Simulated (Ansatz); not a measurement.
I need a ladder of methods at one geometry of C₂H₇NSi, SMILES C1NC[SiH2]1. Use Ansatz 0.2.0 through its Python package. Settings (for the species named): MP2, def2-SVP basis, multiplicity 1. The script varies method: mp2, ccsd, ccsd_t.

| atom | x (Å) | y (Å) | z (Å) |
| --- | --- | --- | --- |
| C | -0.5401 | 0.9571 | -0.1700 |
| N | 0.0506 | 0.5770 | 1.0765 |
| C | 0.1005 | -0.8636 | 0.7754 |
| Si | 0.2720 | -0.4639 | -1.0606 |
| H | -1.6801 | 0.9552 | -0.1720 |
| H | -0.2772 | 2.0017 | -0.5433 |
| H | 0.9875 | 1.0239 | 1.2573 |
| H | 1.0555 | -1.3441 | 1.1920 |
| H | -0.7556 | -1.4072 | 1.1290 |
| H | 1.5710 | -0.2172 | -1.5600 |
| H | -0.7187 | -1.2759 | -1.9036 |

Script `methods_c2h7nsi.py`:
```python
"""One geometry of C2H7NSi, method by method."""

import argparse
import logging
import sys
import warnings

import ansatz as az

logging.basicConfig(stream=sys.stdout, format="%(levelname)s:%(name)s:%(message)s")
log = logging.getLogger("run")
log.setLevel(logging.INFO)

parser = argparse.ArgumentParser(description="One geometry of C2H7NSi, method by method.")
parser.add_argument("--basis", default="def2-SVP", help="Gaussian basis set")
args = parser.parse_args()

GEOMETRY = """
C    -0.54010    0.95710   -0.17000
N     0.05060    0.57700    1.07650
C     0.10050   -0.86360    0.77540
Si    0.27200   -0.46390   -1.06060
H    -1.68010    0.95520   -0.17200
H    -0.27720    2.00170   -0.54330
H     0.98750    1.02390    1.25730
H     1.05550   -1.34410    1.19200
H    -0.75560   -1.40720    1.12900
H     1.57100   -0.21720   -1.56000
H    -0.71870   -1.27590   -1.90360
"""

warnings.simplefilter("ignore", az.DeckWarning)

molecule = az.Crystal.molecule()
for line in GEOMETRY.strip().splitlines():
    symbol, *xyz = line.split()
    molecule = molecule.atom(symbol, [float(v) for v in xyz])

job = molecule.calculation().basis(gaussian=args.basis)

methods = ["mp2", "ccsd", "ccsd_t"]
reports = [job.correlation(m).run().report for m in methods]
log.info(f"Hartree-Fock reference {reports[0]['reference_energy_ev'] / 27.211386246:.6f} Ha")
best = reports[-1]["free_energy_ev"] - reports[-1]["reference_energy_ev"]
for method, each in zip(methods, reports):
    gained = each["free_energy_ev"] - each["reference_energy_ev"]
    log.info(f"{method:8s} total {each['free_energy_ev'] / 27.211386246:.6f} Ha  correlation {gained:9.4f} eV  ({100 * gained / best:.1f} % of the last)")
```

```console
$ python methods_c2h7nsi.py
INFO:run:Hartree-Fock reference -422.916241 Ha
INFO:run:mp2      total -423.467554 Ha  correlation  -15.0020 eV  (88.8 % of the last)
INFO:run:ccsd     total -423.518054 Ha  correlation  -16.3762 eV  (97.0 % of the last)
INFO:run:ccsd_t   total -423.536875 Ha  correlation  -16.8883 eV  (100.0 % of the last)
```

Caveats:
- Total energies depend on the basis set; only differences at equal settings carry meaning.
- The geometry is a force-field or estimated start, not a minimum of this method, and the basis set is short of its limit. A lower total doesn't mark the better method: functionals have no common bound, and MP2 and coupled cluster aren't variational.
- Inner cores stay frozen, so this is valence correlation.
- It ran for 15 s on 1 thread of Arm Neoverse V2, with other jobs on the host, peak memory 0.43 GiB.
